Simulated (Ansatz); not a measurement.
**C₁₀H₁₁FOTi: basis-set convergence**

The task here is to estimate one member of a computed series from the others.

Computed with Ansatz 0.2.0, Gaussian basis. Level: one geometry, several basis sets.

Levels to be run: PBE0-D4/def2-SVP; ωB97M-V/def2-SVP; PBE0-D4/def2-QZVPP; ωB97M-V/def2-QZVPP; the functionals' def2-TZVPP values are taken from earlier runs.

**Structure used throughout**

An earlier PBE0-D4 in a triple-zeta def2 set relaxation fixed the geometry.

SMILES `[OH][Ti]12345678([F])([C@H]9[C@@H]1[C@@H]2[C@@H]3[C@H]94)[C@H]1[C@@H]5[C@@H]6[C@@H]7[C@H]18`, 24 atoms, charge 0, spin multiplicity 1.

Atoms are counted from 1 here; the program's logs count them from 0.

Bond lengths: O1–Ti2 1.866 Å, O1–H14 0.959 Å, Ti2–F3 1.830 Å, Ti2–C4 2.422 Å, Ti2–C5 2.416 Å, Ti2–C6 2.413 Å, Ti2–C7 2.399 Å, Ti2–C8 2.391 Å, Ti2–C9 2.390 Å, Ti2–C10 2.382 Å, Ti2–C11 2.418 Å, Ti2–C12 2.410 Å, Ti2–C13 2.395 Å, C4–C5 1.406 Å, C4–C8 1.405 Å, C4–H15 1.079 Å, C5–C6 1.411 Å, C5–H16 1.079 Å and more. Angles: Ti2–O1–H14 115.2°, O1–Ti2–F3 99.3°, O1–Ti2–C4 79.5°, O1–Ti2–C5 92.4°, O1–Ti2–C6 126.3°, O1–Ti2–C7 135.1°, O1–Ti2–C8 102.8°, O1–Ti2–C9 112.1°, O1–Ti2–C10 132.9°, O1–Ti2–C11 107.8°, O1–Ti2–C12 77.4°, O1–Ti2–C13 79.7°, F3–Ti2–C4 115.4°, F3–Ti2–C5 82.7°, F3–Ti2–C6 77.5°, F3–Ti2–C7 106.6°, F3–Ti2–C8 133.8°, F3–Ti2–C9 128.9° and more.

The first run:

Contents of in.yaml:

```yaml
crystal:
  periodic: [false, false, false]
  atoms:
    - {symbol: O, position_ang: [-1.131012, 0.069626, -1.903347]}
    - {symbol: Ti, position_ang: [-0.321166, 0.353131, -0.245952]}
    - {symbol: F, position_ang: [-1.030923, 1.991924, 0.154712]}
    - {symbol: C, position_ang: [-1.731941, -1.546641, 0.271788]}
    - {symbol: C, position_ang: [-2.264796, -0.437875, 0.951902]}
    - {symbol: C, position_ang: [-1.320759, -0.027034, 1.917200]}
    - {symbol: C, position_ang: [-0.202404, -0.863768, 1.817713]}
    - {symbol: C, position_ang: [-0.448557, -1.801787, 0.782540]}
    - {symbol: C, position_ang: [1.968388, -0.334048, -0.233167]}
    - {symbol: C, position_ang: [1.898342, 0.932116, 0.396870]}
    - {symbol: C, position_ang: [1.526549, 1.876612, -0.578242]}
    - {symbol: C, position_ang: [1.325450, 1.200858, -1.788508]}
    - {symbol: C, position_ang: [1.600381, -0.169504, -1.577075]}
    - {symbol: H, position_ang: [-2.067527, -0.135206, -1.871145]}
    - {symbol: H, position_ang: [-2.194469, -2.082807, -0.542842]}
    - {symbol: H, position_ang: [-3.206420, 0.048966, 0.747873]}
    - {symbol: H, position_ang: [-1.414121, 0.834823, 2.559218]}
    - {symbol: H, position_ang: [0.694202, -0.799361, 2.414309]}
    - {symbol: H, position_ang: [0.216401, -2.585869, 0.455755]}
    - {symbol: H, position_ang: [2.248164, -1.261728, 0.240429]}
    - {symbol: H, position_ang: [2.100123, 1.140703, 1.436675]}
    - {symbol: H, position_ang: [1.320956, 2.919414, -0.396363]}
    - {symbol: H, position_ang: [0.944275, 1.631327, -2.700510]}
    - {symbol: H, position_ang: [1.490843, -0.953863, -2.309805]}
basis:
  gaussian: {orbitals: def2-SVP}
hamiltonian: {xc: pbe0, dispersion: d4}
output: {orbitals: {seedname: orbitals}}
```

On the command line:

```console
> ansatz run in.yaml --threads 11 --pin off --events-out ev --progress --plain --max-ram 110592MiB --backend cpu
```

Among the steps run: PBE0-D4 in def2-SVP; ωB97M-V in def2-SVP; PBE0-D4 in def2-QZVPP; ωB97M-V in def2-QZVPP.

One table of the session follows, with a row left open; its other results are not shown here.

It belongs to the step «Density functionals: the series». 

| functional | basis | HOMO (eV) |
| --- | --- | --- |
| PBE0-D4 | def2-SVP | -6.56 |
| PBE0-D4 | def2-TZVPP | -6.57 |
| PBE0-D4 | def2-QZVPP | -6.58 |
| ωB97M-V | def2-SVP | -8.59 |
| ωB97M-V | def2-TZVPP | -8.62 |
| ωB97M-V | def2-QZVPP | ? |

**Question.** Estimate the row for ωB97M-V, def2-QZVPP.

**Answer.** HOMO (eV): -8.63. In the column «HOMO (eV)» it is the lowest.
